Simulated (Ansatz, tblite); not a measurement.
# The cluster Nb₂O₄−: one state, many levels

How do method and basis change the picture of the cluster Nb₂O₄− (doublet)?

The runs use Ansatz 0.2.0, Gaussian basis; as each input shows.

Levels to be run: GFN1-xTB, GFN2-xTB, PBE-D4/def2-TZVPD, r2SCAN-D4/def2-TZVPD, revPBE-D4/def2-TZVPD, BLYP-D4/def2-TZVPD, LDA/def2-TZVPD, MP2/def2-TZVPD, RPA/def2-TZVPD.

7 further runs of the same task are left out: 7 set aside as unsound or not needed. Runs told in other sessions of the task aren't counted.

## (1) The relaxed structure

The doublet was relaxed beforehand with PBE0-D4/def2-SVPD. At that level it is the lowest of the isomers that a small search found.

6 atoms, charge -1, spin multiplicity 2.

Bond lengths: Nb1–O3 1.746 Å, Nb1–O4 1.744 Å, Nb1–O6 1.993 Å, Nb2–O5 1.716 Å, Nb2–O6 1.902 Å. Angles: O3–Nb1–O4 112.4°, O3–Nb1–O6 117.8°, O4–Nb1–O6 120.1°, O5–Nb2–O6 118.3°, Nb1–O6–Nb2 99.2°.

Nb takes a core potential in the def2 sets. No spin-orbit coupling is included. The ion is computed in the gas phase, without counter-ions or solvent.

PBE0-D4/def2-TZVPD was run before; its log isn't repeated, and its numbers join the tables.

## (2) GFN1-xTB

Tight binding, by tblite at 300 K electronic temperature and without a spin-polarisation term:

```python
tblite.interface.Calculator('GFN1-xTB', numbers, positions, charge=-1, uhf=1).singlepoint()
```

Energy -624.1109 eV; 0.005 s.

## (3) GFN2-xTB

Tight binding, by tblite at 300 K electronic temperature and without a spin-polarisation term:

```python
tblite.interface.Calculator('GFN2-xTB', numbers, positions, charge=-1, uhf=1).singlepoint()
```

Energy -550.9647 eV; 0.015 s.

## (4) PBE-D4/def2-TZVPD

start.molden holds the orbitals of an earlier run on this state, given as this run's starting guess.

in.yaml reads:

```yaml
crystal:
  periodic: [false, false, false]
  atoms:
    - {symbol: Nb, position_ang: [-0.301541, 0.309634, 0.979186]}
    - {symbol: Nb, position_ang: [1.124295, -0.791794, -1.378643]}
    - {symbol: O, position_ang: [0.164169, -0.021406, 2.628773]}
    - {symbol: O, position_ang: [-1.471542, 1.597999, 0.863615]}
    - {symbol: O, position_ang: [0.859552, 0.129570, -2.802130]}
    - {symbol: O, position_ang: [-0.374932, -1.224003, -0.290812]}
basis:
  gaussian: {orbitals: def2-TZVPD, initial_orbitals: start.molden}
total_charge: -1
magnetization: {spin_polarized: true, initial_magnetization: 1}
hamiltonian: {xc: pbe, dispersion: d4}
scf: {omitted_lower_state_checks: [starts]}
output: {forces: true, orbitals: {seedname: orbitals}}
```

On the command line:

```bash
> ansatz run in.yaml --threads 4 --pin off --events-out ev --progress --plain --max-ram 4787MiB
```

Further steps of the session: r2SCAN-D4/def2-TZVPD; revPBE-D4/def2-TZVPD; BLYP-D4/def2-TZVPD; LDA/def2-TZVPD; MP2/def2-TZVPD; RPA/def2-TZVPD.

Q: Predict the results of all the runs planned. Wanted: gap in def2-TZVPD, named functionals, smallest and largest; correlation energy, MP2/def2-TZVPD; ⟨S²⟩ in def2-TZVPD, named functionals, smallest and largest.

As calculated:

```
                                                   quantity                             value
 gap in def2-TZVPD, named functionals, smallest and largest  0.24 eV (LDA), 2.49 eV (PBE0-D4)
                         correlation energy, MP2/def2-TZVPD                         -48.05 eV
⟨S²⟩ in def2-TZVPD, named functionals, smallest and largest                      0.768, 1.077
```

What this shows: Over the named functionals in def2-TZVPD the gap runs from 0.24 eV (LDA) to 2.49 eV (PBE0-D4); exact exchange widens it. Over the named functionals in def2-TZVPD spin contamination reaches 0.33 (r2SCAN-D4), so some levels may describe another state.
